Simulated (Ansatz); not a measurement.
**B₂H₆OSi: how energies converge with the basis set**

The task here is to estimate one member of a computed series from the others.

Computed with Ansatz 0.2.0, Gaussian basis. Level: one geometry, several basis sets.

Plan: PBE0-D4/def2-SVP; ωB97M-V/def2-SVP; PBE0-D4/def2-QZVPP; ωB97M-V/def2-QZVPP; the functionals' def2-TZVPP values are taken from earlier runs.

### The relaxed structure

The geometry comes from an earlier relaxation with PBE0-D4 in a triple-zeta def2 set; it is a stationary point, not always the lowest conformer.

10 atoms, charge 0, spin multiplicity 1.

Atoms are counted from 1 here; the program's logs count them from 0.

Bond lengths: B1–Si2 2.004 Å, B1–H5 1.197 Å, B1–H6 1.197 Å, Si2–B3 1.997 Å, Si2–O4 1.659 Å, Si2–H7 1.506 Å, B3–H8 1.196 Å, B3–H9 1.195 Å, O4–H10 0.958 Å. Angles: Si2–B1–H5 118.7°, Si2–B1–H6 123.8°, H5–B1–H6 117.5°, B1–Si2–B3 108.8°, B1–Si2–O4 116.4°, B1–Si2–H7 103.0°, B3–Si2–O4 111.1°, B3–Si2–H7 106.1°, O4–Si2–H7 110.7°, Si2–B3–H8 118.4°, Si2–B3–H9 123.3°, H8–B3–H9 118.3°, Si2–O4–H10 117.1°.

Set-up of the first run:

The input, in.yaml:

```yaml
crystal:
  periodic: [false, false, false]
  atoms:
    - {symbol: B, position_ang: [-1.438388, 0.882885, -0.041334]}
    - {symbol: Si, position_ang: [0.243942, -0.128271, -0.446042]}
    - {symbol: B, position_ang: [0.770759, -1.174172, 1.171641]}
    - {symbol: O, position_ang: [1.519672, 0.762724, -1.022447]}
    - {symbol: H, position_ang: [-2.385745, 0.279353, 0.371738]}
    - {symbol: H, position_ang: [-1.560228, 2.063433, -0.199881]}
    - {symbol: H, position_ang: [-0.204981, -1.139155, -1.468234]}
    - {symbol: H, position_ang: [-0.010571, -1.962751, 1.617664]}
    - {symbol: H, position_ang: [1.817940, -1.036687, 1.730399]}
    - {symbol: H, position_ang: [1.330799, 1.401641, -1.710505]}
basis:
  gaussian: {orbitals: def2-SVP}
hamiltonian: {xc: pbe0, dispersion: d4}
output: {orbitals: {seedname: orbitals}}
```

Launch:

```sh
$ ansatz run in.yaml --threads 2 --pin off --events-out ev --progress --plain --max-ram 4352MiB
```

Among the steps run: PBE0-D4 in def2-SVP; ωB97M-V in def2-SVP; PBE0-D4 in def2-QZVPP; ωB97M-V in def2-QZVPP.

One of the session's tables, all rows but one given; the rest of the session is left out.

It belongs to the step «Density functionals: the series». 

```
functional       basis  HOMO (eV)  LUMO (eV)
   PBE0-D4    def2-SVP          ?          ?
   PBE0-D4  def2-TZVPP      -7.72      -2.75
   PBE0-D4  def2-QZVPP      -7.73      -2.77
   ωB97M-V    def2-SVP      -9.75      -0.64
   ωB97M-V  def2-TZVPP      -9.85      -0.82
   ωB97M-V  def2-QZVPP      -9.87      -0.85
```

Estimate the missing values for PBE0-D4, def2-SVP.

As computed: HOMO (eV): -7.65; LUMO (eV): -2.68. In the column «HOMO (eV)» it is the highest.
